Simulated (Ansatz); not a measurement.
**BGeH (singlet): the correlation ladder at a displaced geometry (v2), cc-pVTZ**

The task here is to estimate one member of a computed series from the others.

Method: cc-pVTZ, core rule «outside noble gas», up to 15 orbitals frozen; program: Ansatz 0.2.0, Gaussian basis.

Plan: UHF; CCSD(T) on RHF; CCSD(T) on UHF; BCCD(T) on RHF; CCSDT(Q) on RHF; CASSCF and NEVPT2, 8 electrons in 9 orbitals.

8 further runs of the same task are left out: 1 that didn't finish, 7 set aside as unsound or not needed.

## The geometry

The geometry is a PBE0/def2-TZVP stationary point (not a proven minimum) with its atoms shifted at random (size 0.100 Å). No spin-orbit coupling is included. The filled d shell of Ge may be among the frozen orbitals whatever the setting's name suggests; the logs give the count.

3 atoms, charge 0, spin multiplicity 1.

Atoms are counted from 1 here; the program's logs count them from 0.

Bond lengths: Ge1–B2 1.958 Å, B2–H3 1.199 Å. Angles: Ge1–B2–H3 171.3°.

Set-up of the first run:

Input file in.yaml:

```yaml
crystal:
  periodic: [false, false, false]
  atoms:
    - {symbol: Ge, position_ang: [0.084376, 0.005225, 1.699487]}
    - {symbol: B, position_ang: [-0.080498, 0.013599, -0.251729]}
    - {symbol: H, position_ang: [-0.003878, -0.018825, -1.447758]}
basis:
  gaussian: {orbitals: cc-pVTZ}
magnetization: {spin_polarized: true, initial_magnetization: 0}
hamiltonian: {xc: hf}
output: {orbitals: {seedname: orbitals}}
```

The run is started by

```sh
$ ansatz run in.yaml --threads 1 --pin off --events-out ev --progress --plain --max-ram 2393MiB
```

Among the steps run: UHF; CCSD(T) on RHF; CCSD(T) on UHF; BCCD(T) on RHF; CCSDT(Q) on RHF; CASSCF and NEVPT2, 8 electrons in 9 orbitals.

One of the session's tables, all rows but one given; the rest of the session is left out.

It belongs to the step «Misses and costs». 

```
        method  from RCCSDT(Q) (meV)
           RHF               +5868.6
           UHF               +4967.5
          RMP2               +1309.0
          UMP2                +805.3
         RCCSD                +444.2
         UCCSD                  +3.0
      RCCSD(T)                +169.4
      UCCSD(T)                -257.1
       BCCD(T)                     ?
        RCCSDT                 +75.4
     RCCSDT(Q)                     0
CASSCF valence               +3348.4
NEVPT2 valence                +963.2
```

Q: Estimate the row for BCCD(T) from the others.

The run gave: from RCCSDT(Q) (meV): +169.7. In the column «from RCCSDT(Q) (meV)» it lies between RCCSD(T) (+169.4) and RCCSD (+444.2).

The program flags UCCSD(T), RCCSDT(Q) as in doubt (see the logs), so the zero of the table is itself unsure.

Limits of these values: The determinant is far from a pure spin state, so its energy mixes those of several spin states (harmless only where they are near-degenerate, as at dissociation). The report flags that the cluster equations may have other roots. The program flags UCCSD(T), RCCSDT(Q) as in doubt, so the zero of the table is itself unsure. Warnings: restricted reference is unstable; spin contamination. Restricted and unrestricted rows rest on different reference determinants; where their highest levels disagree by more than a few hundredths of an eV, they describe different states and don't form one ladder.
